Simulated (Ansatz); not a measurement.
# C2H6AlN: the cost of one run

Program: Ansatz 0.2.0, Gaussian basis. Level of theory: the settings change from run to run. These are calculated values, not measurements.

### Step 1. The molecule

The structure was relaxed beforehand with PBE0-D4 in a triple-zeta def2 set.

SMILES `C[CH]1[NH][AlH]1`, 10 atoms, charge 0, spin multiplicity 1.

Atoms are counted from 1 here; the program's logs count them from 0.

Bond lengths: C1–C2 1.508 Å, C1–H5 1.094 Å, C1–H6 1.099 Å, C1–H7 1.094 Å, C2–N3 1.504 Å, C2–Al4 1.930 Å, C2–H8 1.095 Å, N3–Al4 1.722 Å, N3–H9 1.007 Å, Al4–H10 1.573 Å. Angles: C2–C1–H5 110.9°, C2–C1–H6 111.3°, C2–C1–H7 112.0°, H5–C1–H6 107.2°, H5–C1–H7 108.0°, H6–C1–H7 107.3°, C1–C2–N3 116.3°, C1–C2–Al4 126.3°, C1–C2–H8 110.9°, N3–C2–Al4 58.6°, N3–C2–H8 113.2°, Al4–C2–H8 119.7°, C2–N3–Al4 73.1°, C2–N3–H9 120.6°, Al4–N3–H9 166.3°, C2–Al4–N3 48.2°, C2–Al4–H10 167.4°, N3–Al4–H10 144.3°.

### Step 2. HSE06/def2-SVP

Set apart from the defaults: multiplicity 3, restricted open-shell orbitals, atoms shaken by 0.15 Å, D4 dispersion.

in.yaml reads:

```yaml
crystal:
  periodic: [false, false, false]
  atoms:
    - {symbol: C, position_ang: [-1.286671, 0.524685, -0.296545]}
    - {symbol: C, position_ang: [-0.266175, -0.327280, 0.041533]}
    - {symbol: N, position_ang: [0.701402, -0.344867, 1.269313]}
    - {symbol: Al, position_ang: [1.954887, -0.065543, -0.343042]}
    - {symbol: H, position_ang: [-1.365333, 0.493831, -1.266142]}
    - {symbol: H, position_ang: [-1.665586, 0.475037, 0.630491]}
    - {symbol: H, position_ang: [-0.689728, 1.499534, 0.055548]}
    - {symbol: H, position_ang: [-0.471786, -1.222312, -0.293349]}
    - {symbol: H, position_ang: [0.314116, -0.847561, 1.901569]}
    - {symbol: H, position_ang: [3.212420, 0.668050, -0.952149]}
basis:
  gaussian: {orbitals: def2-SVP}
magnetization: {spin_polarized: false, initial_magnetization: 2}
hamiltonian: {xc: {name: HSE06}, dispersion: d4}
output: {forces: true}
```

The run is started by

```bash
ansatz run in.yaml --threads 2 --pin off --events-out ev --progress --plain --max-ram 4352MiB
```

What time and memory should one allow on 2 threads of INTEL XEON PLATINUM 8581C at 2.30GHz, shared host?

About 3.7 s, with a peak of 0.28 GiB.
